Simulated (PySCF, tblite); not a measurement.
# C7H13F: geometry, infrared bands and NMR shifts

What infrared bands and NMR shifts should C7H13F (`CCC/C(C)=C/CF`) show?

Computed with tblite 0.8.0 and PySCF 2.14.0, with density-fitted response routines of our own, on a single molecule in the gas phase. Atoms count from 0, in the outputs and in this text.

## 1. The starting structure

21 atoms, charge 0, multiplicity 1; geometry from: force field or distance geometry start.

Bonds of the start (Å): C0–C1 1.52, C1–C2 1.49, C2–C3 1.49, C3–C4 1.49, C3–C5 1.32, C5–C6 1.46, C6–F7 1.39, C0–H8 1.11, C0–H9 1.12, C0–H10 1.10, C1–H11 1.11, C1–H12 1.13, C2–H13 1.12, C2–H14 1.11, C4–H15 1.11, C4–H16 1.13, C4–H17 1.13, C5–H18 1.10, C6–H19 1.12, C6–H20 1.10.

## 2. Relaxing the molecule with GFN2-xTB

The job: settings as JSON, then the geometry in Å.

```
{"job": {"kind": "relax", "xc": "GFN2-xTB", "basis": "xTB"}, "charge": 0, "multiplicity": 1}
C      3.091700     0.328600     0.006500
C      1.742700    -0.377500    -0.053100
C      0.713100     0.625300     0.323700
C     -0.677800     0.083000     0.306600
C     -1.037300    -1.042900     1.209800
C     -1.586600     0.601200    -0.503000
C     -2.972800     0.165600    -0.617600
F     -3.220900    -0.257500    -1.921000
H      2.922900     1.264900     0.580100
H      3.332700     0.618100    -1.045100
H      3.879300    -0.296600     0.450900
H      1.588300    -0.732900    -1.094400
H      1.730100    -1.280500     0.618500
H      0.807700     1.493900    -0.383000
H      0.915500     1.013300     1.346000
H     -1.999100    -0.939100     1.749100
H     -0.193400    -1.120700     1.952600
H     -0.987500    -2.011700     0.624400
H     -1.258600     1.437200    -1.134800
H     -3.602500     1.062800    -0.381400
H     -3.196400    -0.617500     0.119400
```

The run is started by

```
OMP_NUM_THREADS=1 python probes_run.py task.json out
```

This one command runs all jobs of the session in turn.

**Question.** This job is followed by: GFN2-xTB harmonic vibrations, gas phase; GIAO PBE0/pcSseg-1 NMR shielding, non-relativistic, gas phase. What will the session give for the following? strongest single infrared mode (GFN2-xTB); zero-point energy (GFN2-xTB); 13C shifts against TMS (PBE0/pcSseg-1); 1H shifts against TMS (PBE0/pcSseg-1, means over atoms taken as alike); 19F shifts against CFCl3 (PBE0/pcSseg-1); surface potential, 1st and 99th percentile.

**Answer**, as computed:

| quantity | value |
| --- | --- |
| strongest single infrared mode (GFN2-xTB) | 1033 cm⁻¹, 57 km/mol |
| zero-point energy (GFN2-xTB) | 114.5 kcal/mol |
| 13C shifts against TMS (PBE0/pcSseg-1) | 144.0, 131.9, 85.5, 48.9, 28.8, 18.5, 17.2 ppm |
| 1H shifts against TMS (PBE0/pcSseg-1, means over atoms taken as alike) | 5.94, 5.31, 1.96, 1.60, 1.37, 1.06 ppm |
| 19F shifts against CFCl3 (PBE0/pcSseg-1) | -258.8 ppm |
| surface potential, 1st and 99th percentile | -1.16 V and 0.83 V |

What this shows: Over 149 steps the energy fell by 0.610 eV; of the close pairs, C1–C2 changed most, 1.486 to 1.533 Å. No mode is imaginary among the 57: a minimum at this level. Unscaled tight-binding wavenumbers are off by several per cent, some by more. Its intensities can rank the bands wrongly. H18 (hydrogen on an alkene CH) lies farthest downfield among hydrogen, at 5.94 ppm; a vinylic proton, deshielded by the sp2 carbon and the C=C anisotropy. At PBE0/pcSseg-1: The largest span, 232 ppm, is at C3, where the paramagnetic term is -221 ppm.
